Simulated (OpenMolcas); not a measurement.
# Os⁶⁺ among point charges: CASSCF and CASPT2 levels and susceptibility

Aim: the splitting of the states of Os⁶⁺ in the field of 6 point charges, its lowest levels with spin-orbit coupling and its magnetic susceptibility.

Program: OpenMolcas 26.06. Level of theory: state-averaged CASSCF and CASPT2, spin-orbit coupling by RASSI with atomic mean-field integrals. These are calculated values, not measurements, unless marked.

### 1 The system

* Species: Os⁶⁺ (osmium, Z = 76, 70 electrons)
* Basis: ANO-RCC-VTZP [8s7p5d3f2g1h], 104 functions
* Scalar Hamiltonian: DKH2, point nucleus
* Inactive shells: 1s 2s 2p 3s 3p 3d 4s 4p 4d 4f 5s 5p
* Active space: 2 electrons in 5 orbitals (5d)
* Some configurations of this space: 5d2
* Orbitals: optimised for each spin and parity, averaged over all roots

The outer shells:

5d2
```
5d [↑ ][↑ ][  ][  ][  ]
```

The ion sits among 6 point charges of -1.7 e arranged as a tetragonal octahedron (D4h), 1.75 Å from the ion, with the axial distance 1.925 Å.

Each step is its own input file, run in one work folder so that later steps find the files of earlier ones. Labels, J, g values, rates, χT and fits are worked out afterwards by a script from the matrices that RASSI stores. The input lists half of the charges; inversion (Group=XYZ) makes the rest.

### 2 One- and two-electron integrals

File a.inp:

```
&GATEWAY
Coord
1

Os 0.0 0.0 0.0
Basis=ANO-RCC-VTZP
Group=XYZ
NoMove
AngMom=0.0 0.0 0.0
AMFI
XField
3 Angstrom 0
1.750000 0.000000 0.000000 -1.700000
0.000000 1.750000 0.000000 -1.700000
0.000000 0.000000 1.925000 -1.700000
&SEWARD
```

The run is started by

```bash
$ OMP_NUM_THREADS=1 MOLCAS_MEM=1689 MOLCAS_PROJECT=a pymolcas a.inp > a.log
```

### 3 CASSCF: triplets of even parity, 10 roots

File a.inp:

```
&RASSCF
FileOrb=start.orb
Symmetry=1
Spin=3
nActEl=2 0 0
Inactive=15 19
Ras2=5 0
CIRoot=10 10 1
SDav=10
CIMx=300
Iter=120 100
PrWF=0.3
OrbListing=Nothing
MaxOrb=0
>>> COPY $Project.JobIph JOB001
```

start.orb holds the contracted functions of the basis, ordered by shell, or the orbitals of the step before.

### 4 CASSCF: singlets of even parity, 15 roots

File a.inp:

```
&RASSCF
FileOrb=start.orb
Symmetry=1
Spin=1
nActEl=2 0 0
Inactive=15 19
Ras2=5 0
CIRoot=15 15 1
SDav=15
CIMx=300
Iter=120 100
PrWF=0.3
OrbListing=Nothing
MaxOrb=0
>>> COPY $Project.JobIph JOB002
```

### 5 RASSI: spin-orbit coupling between the states

File a.inp:

```
&RASSI
NrOfJobIphs=2 10 15
1 2 3 4 5 6 7 8 9 10
1 2 3 4 5 6 7 8 9 10 11 12 13 14 15
IphNames
JOB001
JOB002
EJob
SpinOrbit
DIPRint=1.0
SOCoupling=1000.0
Subsets=2
Property=9
'ANGMOM' 1 'ANGMOM' 2 'ANGMOM' 3 'MLTPL  1' 1 'MLTPL  1' 2 'MLTPL  1' 3
'AMFI' 1 'AMFI' 2 'AMFI' 3
SOProperty=3
'ANGMOM' 1 'ANGMOM' 2 'ANGMOM' 3
```

### 6 CASPT2: IPEA 0.25, imaginary shift 0.1 (closed shells correlated: 5s 5p)

File a.inp:

```
>>> COPY JOB001 $Project.JobIph
&CASPT2
Multistate=10 1 2 3 4 5 6 7 8 9 10
NoMult
Frozen=14 16
IPEA=0.25
Imaginary=0.1
MaxIter=60
WThr=0.0 0.3 0.05
PrWF=0.5
NoMix
>>> COPY JOB002 $Project.JobIph
&CASPT2
Multistate=15 1 2 3 4 5 6 7 8 9 10 11 12 13 14 15
NoMult
Frozen=14 16
IPEA=0.25
Imaginary=0.1
MaxIter=60
WThr=0.0 0.3 0.05
PrWF=0.5
NoMix
```

(Steps that only read results are left out.)

Before running it: what results should come out? Wanted: spin-free ground state; first state of the same spin within the active space; lowest level; next level.

As calculated:

| quantity | value |
| --- | --- |
| method | SS-CASPT2, IPEA 0.25, imaginary shift 0.1 (closed shells correlated: 5s 5p) |
| spin-free ground state | 3A2, 1-fold in its orbital part |
| first state of the same spin within the active space | 3E at 2420 cm⁻¹ |
| lowest level | 1-fold A1 |
| next level | 1433.0 cm⁻¹ |
| χT at 300 K | 0.04 cm³ K/mol |
| effective moment at 300 K | 0.57 μB |

Cost by method:

```
                                              method  time of its own steps  time with the reference
                                           A. CASSCF                  7.8 s                    7.8 s
B. SS-CASPT2, IPEA 0.25, imaginary shift 0.1, +5s 5p                  8.1 s                     16 s
```

Times are of one thread on a shared host.

**Reading.** The spin-free ground state (3A2) comes to 93 % from free-ion F terms and keeps the highest spin of the shell. χT at 300 K is 0.04, against 1.00 cm³ K/mol for the spin alone, so spin-orbit coupling lowers it. The field of point charges can differ much from that of real complexes. This is an electrostatic model: the charges have no orbitals.
